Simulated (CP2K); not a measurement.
HPbNO4:

```
H Pb N O
1.0
     4.27531    0.00000    0.00000
    -2.08455    5.20776    0.00000
    -2.11628   -1.90928    4.90140
H Pb N O
1 1 1 4
Direct
  0.99073 0.03330 0.90994
  0.50274 0.81989 0.14287
  0.00838 0.47408 0.50265
  0.99816 0.92741 0.02877
  0.19467 0.73435 0.60852
  0.81673 0.35882 0.24556
  0.01381 0.33121 0.65217
```

The cell was built by a generator and needn't be a form met in nature.

Program: CP2K 2026.2. Alike in all runs: task band structure; cell as given; k mesh 8 × 6 × 6.

Problem. Order these runs on this cell by their pressure, lowest first.
A. level RPBE; potentials or basis POTENTIAL_UZH H GTH-PBE-q1, Pb GTH-PBE-q4, N GTH-PBE-q5, O GTH-PBE-q6; TZVP-MOLOPT-PBE-GTH basis; spin off; smearing fermi-dirac 0.05 eV; k points reduced by the point group yes; NGRIDS 5; points a segment of the path (NPOINTS) 10; CUTOFF of the grids 1000 Ry
B. level SCAN; potentials or basis POTENTIAL_UZH H GTH-PBE-q1, Pb GTH-PBE-q4, N GTH-PBE-q5, O GTH-PBE-q6; TZVP-MOLOPT-PBE-GTH basis; spin off; smearing fermi-dirac 0.05 eV; k points reduced by the point group yes; NGRIDS 5; points a segment of the path (NPOINTS) 10; MPI ranks 4; CUTOFF of the grids 1000 Ry
C. level PBE; potentials or basis GTH_SOC_POTENTIALS H GTH-PBE-q1, Pb GTH-PBE-q4, N GTH-PBE-q5, O GTH-PBE-q6; TZVP-MOLOPT-PBE-GTH basis; spin SOC, no magnetisation; smearing fermi-dirac 0.0259 eV; NGRIDS 4; points a segment of the path (NPOINTS) 8; CUTOFF of the grids 600 Ry

Solution. B (-0.3 GPa), C (1.3 GPa), A (2.9 GPa).

Caveats: the basis of atomic orbitals isn't converged, which shifts pressures, moduli and gaps; the potentials were made for another functional, which shifts forces and pressure (some runs).
